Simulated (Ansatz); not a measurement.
Born–Oppenheimer molecular dynamics of a periodic cell of 16 atoms, Na (start crystal Na, start structure bcc, volume 1.1 times the crystal's). It goes on from the last frame of an earlier run, with new velocities.

All numbers below come from DFT PBEsol, scalar-relativistic, plane waves, PAW (Ansatz). Settings: accuracy low, cutoff 420 eV, k mesh 1x1x1, fermi-dirac smearing 0.11 eV, no spin polarisation.

| Quantity | Value |
| --- | --- |
| ensemble | NVT, Langevin thermostat |
| time step | 2 fs |
| steps asked | 340 |
| set temperature | 1040 K |
| friction | 0.02 /fs |
| temperature schedule | 255 steps to 300 K, then 85 steps to 300 K |
| seed | 977201 |

First frame:

```xyz
16
Lattice="8.7331 0.0000 0.0000 0.0000 8.7331 0.0000 0.0000 0.0000 8.7331" Properties=species:S:1:pos:R:3
Na -0.837 -0.409 -0.665
Na 4.453 1.705 0.216
Na -1.400 3.437 0.163
Na 0.688 -0.300 4.805
Na 1.680 1.587 1.275
Na 4.593 4.662 -0.135
Na 4.412 -0.067 3.819
Na 7.452 1.010 2.529
Na 1.720 5.253 3.580
Na 0.267 6.855 1.895
Na 1.689 2.465 6.077
Na 4.740 4.309 3.975
Na 5.317 7.476 0.995
Na 6.183 1.816 6.054
Na 2.010 7.309 7.793
Na 7.204 5.809 6.130
```

Problem. What does the run give?

Solution. The run went to its last step.

```yaml
steps_done: 340
time_covered: 680 fs
mean_temperature_over_the_second_half: 441 K
spread_of_the_potential_energy_over_the_second_half: 9.3 meV per atom
mean_potential_energy_of_the_second_half_above_the_start: -33.7 meV per atom
```

The schedule's set-point averaged 362 K over the second half and the system 441 K, so it lags behind the ramp. A run of 0.68 ps of so small a system gives no equilibrium averages. Limits of this set-up: coarse k mesh, low accuracy level.

Problem. What happens to the structure?

Solution. Mean squared displacements from the first frame to the last, about the centre of mass: Na 1.70 Å². This is one draw of velocities; another would differ in detail.

Problem. How do temperature and energy run in time?

Solution. 
```
time (fs)  T (K)  potential energy less start (eV)
      0.0    975                             0.000
     34.0    763                             0.159
     68.0   1071                            -0.017
    102.0    672                            -0.106
    136.0    711                            -0.347
    170.0    832                            -0.517
    204.0    732                            -0.178
    238.0    780                            -0.489
    272.0    655                            -0.449
    306.0    331                            -0.322
    340.0    471                            -0.510
    374.0    546                            -0.561
    408.0    501                            -0.335
    442.0    594                            -0.320
    476.0    598                            -0.469
    510.0    398                            -0.488
    544.0    332                            -0.505
    578.0    466                            -0.643
    612.0    299                            -0.682
    646.0    276                            -0.717
    680.0    318                            -0.864
```

The run took 18 min on 1 thread of Arm Neoverse V1, with other jobs on the host, peak memory 0.57 GiB.
